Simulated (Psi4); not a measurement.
# One shape, several levels: GeF2 (SMILES [F][Ge][F])

Wanted: a comparison of 5 runs (HF/6-311G**, r2SCAN/6-31G, B3LYP/6-31G*, REMP2/def2-SVP) of GeF2. 

The results are computed with Psi4 1.11.

4 further runs of the same task are left out: 4 set aside as unsound or not needed.

### 1 The system as given

GeF2: 3 atoms, total charge 0, spin state singlet. SMILES: `[F][Ge][F]`. The shape comes from GFN2-xTB, which is rough for such elements, and wasn't checked as a minimum.

Bond lengths: Ge1–F2 1.800 Å, Ge1–F3 1.798 Å. Angles: F2–Ge1–F3 94.7°.

### 2 The polarisability at HF/6-311G(d,p) (density fitting) (run 1)

Contents of f2ge.xyz:

```xyz
3
F2Ge
Ge     0.004500    -0.007920    -0.812340
F      1.320810    -0.018750     0.415140
F     -1.325320     0.026670     0.397200
```

Contents of run.py:

```python
import psi4

psi4.set_memory(1600000000)
psi4.set_num_threads(1)
psi4.core.set_output_file('psi4.out', False)

with open('f2ge.xyz') as f:
    atoms = ''.join(f.readlines()[2:])
mol = psi4.geometry('0 1\n' + atoms + 'symmetry c1\nno_reorient\nno_com')

options = {'scf_type': 'mem_df', 'level_shift': 1.0, 'diis_max_vecs': 8, 'maxiter': 80}
psi4.set_options(options)

energy_value, wavefunction = psi4.properties('hf/6-311G**', properties=['dipole_polarizabilities'], return_wfn=True)
print(f'total energy {energy_value:.8f} hartree = {energy_value * 27.211386:.5f} eV')
```

The run is started by

```console
$ python run.py
```

psi4.out:

```text
[...]
  Running in c1 symmetry.
[...]
  Nuclear repulsion =  185.635829571028921
[...]
  Multiplicity = 1
[...]
  Nalpha       = 25
  Nbeta        = 25
[...]
    Number of basis functions: 80
[...]
   @DF-RHF iter   1: -2273.31806449161604   -4.02717e+00   3.47436e-02 ADIIS/DIIS/SHIFT
[...]
   @DF-RHF iter   9: -2274.31820176701467   -2.71675e-08   4.97358e-07 DIIS
[...]
    Orbital Energies [Eh]
    ---------------------
    Doubly Occupied:
       1A   -405.324472     2A    -52.227272     3A    -46.315471
       4A    -46.314460     5A    -46.313689     6A    -26.253771
       7A    -26.253204     8A     -7.272883     9A     -5.248144
      10A     -5.244946    11A     -5.241923    12A     -1.724074
      13A     -1.723032    14A     -1.717859    15A     -1.713868
      16A     -1.709819    17A     -1.538058    18A     -1.514868
      19A     -0.743053    20A     -0.643835    21A     -0.635333
      22A     -0.625204    23A     -0.603123    24A     -0.592234
      25A     -0.444328
[...]
  @DF-RHF Final Energy: -2274.31820176701467
   => Energetics <=
    Nuclear Repulsion Energy =            185.6358295710289212
    One-Electron Energy =               -3544.0302231014547942
    Two-Electron Energy =                1084.0761917634113161
    Total Energy =                      -2274.3182017670146706
[...]
 Multipole Moments:
 ------------------------------------------------------------------------------------
     Multipole            Electronic (a.u.)      Nuclear  (a.u.)        Total (a.u.)
 ------------------------------------------------------------------------------------
 L = 1.  Multiply by 2.5417464519 to convert [e a0] to [Debye]
 Dipole X            :         -0.1904927            0.1954166            0.0049239
 Dipole Y            :          0.3306148           -0.3442325           -0.0136177
 Dipole Z            :         33.9055258          -35.3073028           -1.4017770
 Magnitude           :                                                    1.4018518
[...]
```

Standard output:

```text
total energy -2274.31820177 hartree = -61887.35048 eV
```

Run time: 2.4 s. Hardware: 1 thread of Intel Xeon 6975P-C (Granite Rapids), shared host; peak memory 0.21 GiB.

### 3 Energy and forces at r2SCAN/6-31G (run 2)

f2ge.xyz is that of step 2.

Contents of calc.py:

```python
import psi4

psi4.set_memory(1600000000)
psi4.set_num_threads(1)
psi4.set_output_file('f2ge.out', False)

with open('f2ge.xyz') as f:
    atoms = ''.join(f.readlines()[2:])
m = psi4.geometry('0 1\n' + atoms + 'symmetry c1')

options = {'basis': '6-31G', 'puream': True, 'e_convergence': 1e-09, 'd_convergence': 1e-08, 'scf_type': 'pk', 'dft_radial_points': 99, 'dft_spherical_points': 590}
psi4.set_options(options)

E, wfn = psi4.gradient('r2scan', molecule=m, return_wfn=True)
psi4.oeprop(wfn, 'MAYER_INDICES', 'LOWDIN_CHARGES', 'DIPOLE')
print('gradient / Eh bohr^-1')
print(E.np.round(6))
print(f'energy = {wfn.energy():.10f} Eh')
```

The run is started by

```console
$ python calc.py
```

f2ge.out:

```text
[...]
  Running in c1 symmetry.
[...]
  Nuclear repulsion =  185.635829571028950
[...]
  Multiplicity = 1
[...]
  Nalpha       = 25
  Nbeta        = 25
[...]
    Number of basis functions: 45
[...]
   @RKS iter   1: -2275.15500313758639   -2.46347e+00   5.80985e-02 DIIS/ADIIS
[...]
   @RKS iter  11: -2276.26930581501028   -2.27374e-12   2.22466e-10 DIIS
[...]
    Orbital Energies [Eh]
    ---------------------
    Doubly Occupied:
       1A   -398.155738     2A    -49.624206     3A    -44.117796
       4A    -44.116431     5A    -44.115519     6A    -24.473241
       7A    -24.472802     8A     -6.199227     9A     -4.354332
      10A     -4.350366    11A     -4.346508    12A     -1.164218
      13A     -1.155573    14A     -1.140909    15A     -1.137917
      16A     -1.134996    17A     -1.099505    18A     -1.070488
      19A     -0.501720    20A     -0.395799    21A     -0.368913
      22A     -0.365604    23A     -0.341071    24A     -0.330263
      25A     -0.292440
[...]
  @RKS Final Energy: -2276.26930581501028
   => Energetics <=
    Nuclear Repulsion Energy =            185.6358295710289497
    One-Electron Energy =               -3543.8312563854947257
    Two-Electron Energy =                1181.9189404730402657
    DFT Exchange-Correlation Energy =     -99.9928194735844329
    Empirical Dispersion Energy =           0.0000000000000000
    VV10 Nonlocal Energy =                  0.0000000000000000
    Total Energy =                      -2276.2693058150102843
[...]
  -Total Gradient:
     Atom            X                  Y                   Z
    ------   -----------------  -----------------  -----------------
       1        0.000497729810    -0.016180502654    -0.000000000001
       2       -0.007092322723     0.008361072776     0.000000000001
       3        0.006602257032     0.007721699257     0.000000000001
[...]
 Multipole Moments:
 ------------------------------------------------------------------------------------
     Multipole            Electronic (a.u.)      Nuclear  (a.u.)        Total (a.u.)
 ------------------------------------------------------------------------------------
 L = 1.  Multiply by 2.5417464519 to convert [e a0] to [Debye]
 Dipole X            :         -0.0182160            0.0134749           -0.0047411
 Dipole Y            :         -3.5067712            2.3596569           -1.1471143
 Dipole Z            :         -0.0000000            0.0000000           -0.0000000
 Magnitude           :                                                    1.1471241
[...]
```

On the terminal:

```text
gradient / Eh bohr^-1
[[ 0.000498 -0.016181 -0.      ]
 [-0.007092  0.008361  0.      ]
 [ 0.006602  0.007722  0.      ]]
energy = -2276.2693058150 Eh
```

Run time: 7.2 s. Hardware: 1 thread of Intel Xeon 6975P-C (Granite Rapids), shared host; peak memory 0.63 GiB.

### 4 Energy and gradient at B3LYP/6-31G(d) (Cartesian functions) (run 3)

Contents of f2ge.py:

```python
import psi4

psi4.set_memory('1600 MB')
psi4.set_num_threads(1)
psi4.set_output_file('run.log', False)

geom = psi4.geometry("""
Ge     0.00850377    -0.01496663    -1.53510012
F      2.49596916    -0.03543236     0.78450090
F     -2.50449183     0.05039900     0.75059922
units bohr
symmetry c1
""")

psi4.set_options({
    'basis': '6-31G*',
    'puream': False,
    'e_convergence': 1e-09,
    'd_convergence': 1e-08,
    'scf_type': 'pk',
    'dft_radial_points': 99,
    'dft_spherical_points': 590,
})

result, w = psi4.gradient('B3LYP', return_wfn=True)
print('gradient / Eh bohr^-1')
print(result.np.round(6))
print(f'energy = {w.energy():.10f} Eh')
for k, v in sorted(psi4.core.scalar_variables().items()):
    print(f'{k:45s} {v:18.10f}')
```

The run is started by

```console
$ python f2ge.py
```

run.log:

```text
[...]
  Running in c1 symmetry.
[...]
  Nuclear repulsion =  185.635829658679228
[...]
  Multiplicity = 1
[...]
  Nalpha       = 25
  Nbeta        = 25
[...]
    Number of basis functions: 65
[...]
   @RKS iter   1: -2275.21915956724433   -2.56944e+00   4.39471e-02 ADIIS/DIIS
[...]
   @RKS iter  11: -2276.52126988097962   -1.36424e-12   1.70209e-09 DIIS
[...]
    Orbital Energies [Eh]
    ---------------------
    Doubly Occupied:
       1A   -398.812685     2A    -49.865927     3A    -44.392059
       4A    -44.390262     5A    -44.389417     6A    -24.667776
       7A    -24.667296     8A     -6.290782     9A     -4.464880
      10A     -4.459954    11A     -4.456566    12A     -1.270836
      13A     -1.270263    14A     -1.265094    15A     -1.262236
      16A     -1.258104    17A     -1.135475    18A     -1.112115
      19A     -0.539048    20A     -0.432355    21A     -0.405152
      22A     -0.404273    23A     -0.378744    24A     -0.368098
      25A     -0.319046
[...]
  @RKS Final Energy: -2276.52126988097962
   => Energetics <=
    Nuclear Repulsion Energy =            185.6358296586792278
    One-Electron Energy =               -3542.9522996709574727
    Two-Electron Energy =                1161.3069151695708570
    DFT Exchange-Correlation Energy =     -80.5117150382721434
    Empirical Dispersion Energy =           0.0000000000000000
    VV10 Nonlocal Energy =                  0.0000000000000000
    Total Energy =                      -2276.5212698809796166
[...]
 Multipole Moments:
 ------------------------------------------------------------------------------------
     Multipole            Electronic (a.u.)      Nuclear  (a.u.)        Total (a.u.)
 ------------------------------------------------------------------------------------
 L = 1.  Multiply by 2.5417464519 to convert [e a0] to [Debye]
 Dipole X            :         -0.0170639            0.0134749           -0.0035890
 Dipole Y            :         -3.3948440            2.3596569           -1.0351871
 Dipole Z            :         -0.0000000           -0.0000000           -0.0000000
 Magnitude           :                                                    1.0351933
[...]
  -Total Gradient:
     Atom            X                  Y                   Z
    ------   -----------------  -----------------  -----------------
       1        0.000331532631    -0.033412536899    -0.000000000000
       2       -0.013203845659     0.017040485683     0.000000000000
       3        0.012872247316     0.016376212641     0.000000000000
[...]
```

The script printed:

```text
gradient / Eh bohr^-1
[[ 0.000332 -0.033413 -0.      ]
 [-0.013204  0.01704   0.      ]
 [ 0.012872  0.016376  0.      ]]
energy = -2276.5212698810 Eh
CURRENT ENERGY                                  -2276.5212698810
CURRENT REFERENCE ENERGY                        -2276.5212698810
DD SOLVATION ENERGY                                 0.0000000000
DFT FUNCTIONAL TOTAL ENERGY                     -2276.5212698810
DFT TOTAL ENERGY                                -2276.5212698810
DFT VV10 ENERGY                                     0.0000000000
DFT XC ENERGY                                     -80.5117150383
GRID ELECTRONS ALPHA                               25.0000003858
GRID ELECTRONS BETA                                25.0000003858
GRID ELECTRONS TOTAL                               50.0000007717
NUCLEAR REPULSION ENERGY                          185.6358296587
ONE-ELECTRON ENERGY                             -3542.9522996710
PCM POLARIZATION ENERGY                             0.0000000000
PE ENERGY                                           0.0000000000
SCF ITERATION ENERGY                            -2276.5212698810
SCF ITERATIONS                                     11.0000000000
SCF TOTAL ENERGY                                -2276.5212698810
TWO-ELECTRON ENERGY                              1161.3069151696
XC GRID RADIAL POINTS                              99.0000000000
XC GRID SPHERICAL POINTS                          590.0000000000
XC GRID TOTAL POINTS                           168598.0000000000
```

It took 6 s on 1 thread of Intel Xeon 6975P-C (Granite Rapids), shared host; peak memory 0.5 GiB.

Run 4 isn't shown in full; the table further down has it.

### 5 The energy at REMP2/def2-SVP (density fitting for correlation) (run 5)

Contents of job.dat:

```
memory 1600 mb

molecule molecule1 {
  0 1
  Ge     0.00850377    -0.01496663    -1.53510012
  F      2.49596916    -0.03543236     0.78450090
  F     -2.50449183     0.05039900     0.75059922
  units bohr
  symmetry c1
}

set basis def2-SVP
set scf_type pk
set freeze_core true
set cc_type df

energy('remp2')
print_variables()
```

The run is started by

```console
$ psi4 job.dat job.out -n 1
```

job.out:

```text
[...]
  Running in c1 symmetry.
[...]
  Nuclear repulsion =  185.635829658679228
[...]
  Multiplicity = 1
[...]
  Nalpha       = 25
  Nbeta        = 25
[...]
    Number of basis functions: 60
[...]
   @RHF iter   1: -2273.10997653226104   -4.28421e+00   3.25002e-02 DIIS/ADIIS
[...]
   @RHF iter  11: -2273.88257289801504    4.54747e-13   7.10246e-09 DIIS
[...]
    Orbital Energies [Eh]
    ---------------------
    Doubly Occupied:
       1A   -405.283297     2A    -52.207420     3A    -46.308176
       4A    -46.307046     5A    -46.306337     6A    -26.251237
       7A    -26.250674     8A     -7.266769     9A     -5.244262
      10A     -5.240476    11A     -5.237244    12A     -1.721994
      13A     -1.721742    14A     -1.716931    15A     -1.712960
      16A     -1.708731    17A     -1.510314    18A     -1.486831
      19A     -0.739397    20A     -0.643689    21A     -0.634537
      22A     -0.624899    23A     -0.602813    24A     -0.592243
      25A     -0.442024
[...]
  @RHF Final Energy: -2273.88257289801504
   => Energetics <=
    Nuclear Repulsion Energy =            185.6358296586792278
    One-Electron Energy =               -3543.5127183128070101
    Two-Electron Energy =                1083.9943157561128828
    Total Energy =                      -2273.8825728980150416
[...]
 Multipole Moments:
 ------------------------------------------------------------------------------------
     Multipole            Electronic (a.u.)      Nuclear  (a.u.)        Total (a.u.)
 ------------------------------------------------------------------------------------
 L = 1.  Multiply by 2.5417464519 to convert [e a0] to [Debye]
 Dipole X            :         -0.0182566            0.0134749           -0.0047817
 Dipole Y            :         -3.6869236            2.3596569           -1.3272666
 Dipole Z            :          0.0000000           -0.0000000            0.0000000
 Magnitude           :                                                    1.3272752
[...]
	DF-MP2 Total Energy (a.u.)         : -2274.46545825545854
[...]
```

It took 2.5 s on 1 thread of Intel Xeon 6975P-C (Granite Rapids), shared host; peak memory 0.22 GiB.

### 6 The series

```
run                                                   level            task  integrals   energy (Eh)  dipole moment (D)  HOMO energy (eV)  LUMO energy (eV)  wall time
  1                           HF/6-311G** (density fitting)  polarizability     mem_df  -2274.318202               3.56            -12.09              0.11      2.4 s
  2                                            r2SCAN/6-31G        gradient         pk  -2276.269306               2.92             -7.96             -3.49      7.2 s
  3                      B3LYP/6-31G* (Cartesian functions)        gradient         pk  -2276.521270               2.63             -8.68             -2.80        6 s
  4  REMP2/def2-SVP (DKH2, density fitting for correlation)          energy         pk  -2290.951050                  –            -12.16              0.32      2.6 s
  5        REMP2/def2-SVP (density fitting for correlation)          energy         pk  -2274.462029                  –            -12.03              0.28      2.5 s
```

### 7 Results

| quantity | value |
| --- | --- |
| run 5: total energy | -2274.46203 Eh |
| run 5: HOMO energy (Hartree–Fock orbitals) | -12.03 eV |
| run 5: LUMO energy (Hartree–Fock orbitals) | 0.28 eV |
| run 5: HOMO–LUMO gap (Hartree–Fock orbitals) | 12.31 eV |
| run 5: correlation energy (11 core orbitals frozen) | -579.5 mEh |

In words: Over runs 1, 2, 3 the dipole moment (its size) runs from 2.63 D (B3LYP/6-31G*) to 3.56 D (HF/6-311G**). The two ends differ in method and basis. Over runs 1, 2, 3 the HOMO–LUMO gap runs from 4.47 eV (r2SCAN/6-31G) to 12.20 eV (HF/6-311G**). Totals of different functionals can't be ranked against each other. Some runs of one species differ in core potentials or relativity; totals across that change don't compare. All runs together took 21 s, the longest 7.2 s.
